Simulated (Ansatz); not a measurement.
**C5H10O2 (SMILES CC1OCCCO1): HF/6-31G(d) (spherical functions)**

What is the electronic atomisation energy of C5H10O2 at HF/6-31G* (spherical functions)? 

The results are computed with Ansatz 0.2.0.

12 further runs of the same task are left out: 12 set aside as unsound or not needed.

## 1. Starting point

The species is C5H10O2 (17 atoms), meant as a singlet with charge 0. SMILES: `CC1OCCCO1`. The coordinates come from a PBE0-D4/def2-TZVP relaxation. This is one conformer, not always the lowest.

Some bond lengths: C1–C2 1.501 Å, C2–O3 1.401 Å, O3–C4 1.412 Å, C4–C5 1.517 Å, C5–C6 1.517 Å, C2–O7 1.401 Å, C6–O7 1.412 Å, C1–H8 1.090 Å, C1–H9 1.091 Å, C1–H10 1.090 Å, C2–H11 1.108 Å, C4–H12 1.091 Å, C4–H13 1.102 Å, C5–H14 1.093 Å, C5–H15 1.094 Å, C6–H16 1.102 Å. Some angles: C1–C2–O3 108.5°, C1–C2–O7 108.5°, O3–C2–O7 111.9°, C2–O3–C4 111.5°, O3–C4–C5 110.5°, C4–C5–C6 108.4°, C5–C6–O7 110.5°, C2–O7–C6 111.5°, C1–C2–H11 111.5°, O3–C2–H11 108.2°.

## 2. The energy at HF/6-31G(d) (spherical functions)

Contents of job.yaml:

```yaml
crystal:
  periodic: [false, false, false]
  atoms:
    - {symbol: C, position_ang: [2.393160, 0.285520, -0.189430]}
    - {symbol: C, position_ang: [0.965190, -0.175370, -0.171370]}
    - {symbol: O, position_ang: [0.226550, 0.627920, -1.050360]}
    - {symbol: C, position_ang: [-1.131110, 0.240520, -1.090330]}
    - {symbol: C, position_ang: [-1.736880, 0.287950, 0.299350]}
    - {symbol: C, position_ang: [-0.856460, -0.519300, 1.234040]}
    - {symbol: O, position_ang: [0.485650, -0.088880, 1.142420]}
    - {symbol: H, position_ang: [2.992480, -0.332530, 0.479290]}
    - {symbol: H, position_ang: [2.442140, 1.323010, 0.143930]}
    - {symbol: H, position_ang: [2.793960, 0.216700, -1.200870]}
    - {symbol: H, position_ang: [0.873680, -1.228060, -0.504680]}
    - {symbol: H, position_ang: [-1.631230, 0.922860, -1.779220]}
    - {symbol: H, position_ang: [-1.211510, -0.778950, -1.501460]}
    - {symbol: H, position_ang: [-1.780660, 1.324810, 0.643470]}
    - {symbol: H, position_ang: [-2.754650, -0.113110, 0.288510]}
    - {symbol: H, position_ang: [-0.918450, -1.589730, 0.978820]}
    - {symbol: H, position_ang: [-1.151860, -0.403380, 2.277870]}
basis:
  gaussian: {orbitals: 6-31G_st_-spherical.json}
hamiltonian: {xc: hf}
accuracy: high
output: {orbitals: {seedname: orbitals}}
```

The basis set 6-31G* is read from a file made from the Basis Set Exchange's data (not shown).

The run is started by

```
$ ansatz run job.yaml --threads 4 --pin off --max-ram 12180MiB --events-out events.jsonl --progress --plain --runs-dir runs
```

Log:

```text
Warning: RAYON_NUM_THREADS=4 ignored (pool sized by the plan → 4); use --threads N
Functional definition: HF
  name "HF"
  exchange = exact_x
  correlation = 0
3063 factors; integrals over basis functions are off by at most 3.4e-9 eV
mean field evaluation 1: about -9380.7325 eV, gradient 3.9e1 eV
mean field evaluation 2: about -9380.7351 eV, gradient 3.9e1 eV
mean field evaluation 4: about -9384.4716 eV, gradient 4.9e0 eV
mean field evaluation 8: about -9384.5308 eV, gradient 1.3e-4 eV
mean field -9384.53083752 eV, -344.8751472155 hartree, gradient 2.1e-8 eV, S^2 0.000000; 0 other end points of the search recorded, 0 dependent functions left out
reference -9384.53083752 eV, -344.8751472155 hartree; 28, 28 occupied and 90, 90 virtual orbitals, 3063 factors
Total energy: -9384.53083752 eV, -344.8751472155 hartree
```

Wall time 2 s (4 threads of Arm Neoverse V2, shared host); peak memory 0.52 GiB.

## 3. The C atom at the same level

Contents of job.yaml:

```yaml
crystal:
  periodic: [false, false, false]
  atoms:
    - {symbol: C, position_ang: [0.000000, 0.000000, 0.000000]}
basis:
  gaussian: {orbitals: 6-31G_st_-spherical.json}
magnetization: {spin_polarized: true, initial_magnetization: 2}
hamiltonian: {xc: hf}
accuracy: high
```

The basis set 6-31G* is read from a file made from the Basis Set Exchange's data (not shown).

Run the same way, it converges to -37.68058 Eh (log not shown).

## 4. The H atom, same level

Contents of in.yaml:

```yaml
basis:
  gaussian:
    orbitals: "6-31G*"
crystal:
  periodic: [false, false, false]
  atoms:
    - {symbol: H, position_ang: [0.000000, 0.000000, 0.000000]}
magnetization:
  spin_polarized: true
  initial_magnetization: 1
hamiltonian:
  xc: hf
accuracy: high
```

The run is started by

```
$ ansatz run in.yaml --threads 4 --pin off --max-ram 12180MiB --events-out events.jsonl --progress --plain --runs-dir runs
```

Log:

```text
Warning: RAYON_NUM_THREADS=4 ignored (pool sized by the plan → 4); use --threads N
[... 4 set-up lines as earlier in the session ...]
3 factors; integrals over basis functions are off by at most 5.4e-10 eV
mean field evaluation 1: about -13.5385 eV, gradient 1.4e0 eV
mean field evaluation 2: about -13.5385 eV, gradient 1.4e0 eV
mean field evaluation 4: about -13.5577 eV, gradient 3.5e-5 eV
mean field evaluation 8: about -13.5576 eV, gradient 2.4e-12 eV
mean field -13.55760813 eV, -0.4982329092 hartree, gradient 4.4e-8 eV, S^2 0.750000; 0 other end points of the search recorded, 0 dependent functions left out
reference -13.55760813 eV, -0.4982329092 hartree; 1, 0 occupied and 1, 2 virtual orbitals, 3 factors
Total energy: -13.55760813 eV, -0.4982329092 hartree
```

Wall time 0.02 s (4 threads of Arm Neoverse V2, shared host).

## 5. The O atom, same level

Contents of job.yaml:

```yaml
crystal:
  periodic: [false, false, false]
  atoms:
    - {symbol: O, position_ang: [0.000000, 0.000000, 0.000000]}
basis:
  gaussian:
    orbitals: 6-31G_st_-spherical.json
accuracy: high
hamiltonian:
  xc: hf
magnetization:
  spin_polarized: true
  initial_magnetization: 2
```

The basis set 6-31G* is read from a file made from the Basis Set Exchange's data (not shown).

The run is started by

```
$ ansatz run job.yaml --threads 4 --pin off --max-ram 12180MiB --events-out events.jsonl --progress --plain --runs-dir runs
```

Log:

```text
Warning: RAYON_NUM_THREADS=4 ignored (pool sized by the plan → 4); use --threads N
[... 4 set-up lines as earlier in the session ...]
96 factors; integrals over basis functions are off by at most 1.3e-9 eV
mean field evaluation 1: about -2034.7378 eV, gradient 6.8e0 eV
mean field evaluation 2: about -2034.7385 eV, gradient 6.8e0 eV
mean field evaluation 4: about -2034.9512 eV, gradient 5.8e-1 eV
mean field evaluation 8: about -2034.9540 eV, gradient 4.8e-6 eV
mean field evaluation 16: about -2034.9540 eV, gradient 3.9e-2 eV
mean field -2034.95402066 eV, -74.7831809179 hartree, gradient 8.0e-8 eV, S^2 2.005533; 0 other end points of the search recorded, 0 dependent functions left out
reference -2034.95402066 eV, -74.7831809179 hartree; 5, 3 occupied and 9, 11 virtual orbitals, 96 factors
Total energy: -2034.95402066 eV, -74.7831809179 hartree
```

Wall time 0.04 s (4 threads of Arm Neoverse V2, shared host).

## 6. Outcome

At HF/6-31G* (spherical functions):

| quantity | value |
| --- | --- |
| molecule: total energy | -344.87515 Eh |
| molecule: HOMO energy | -11.43 eV |
| molecule: LUMO energy | 6.42 eV |
| molecule: HOMO–LUMO gap | 17.85 eV |
| C atom: total energy | -37.68058 Eh |
| C atom: ⟨S²⟩ | 2.005 |
| H atom: total energy | -0.49823 Eh |
| H atom: ⟨S²⟩ | 0.750 |
| O atom: total energy | -74.78318 Eh |
| O atom: ⟨S²⟩ | 2.006 |
| electronic atomisation energy | 52.343 eV |

What this shows: Taking the molecule apart into free atoms costs 52.34 eV (5050 kJ/mol), before zero-point energy and without spin-orbit coupling. Hartree–Fock lacks the correlation of the bonding pairs, which as a rule makes this value much too low; in minimal bases other errors can mask that.
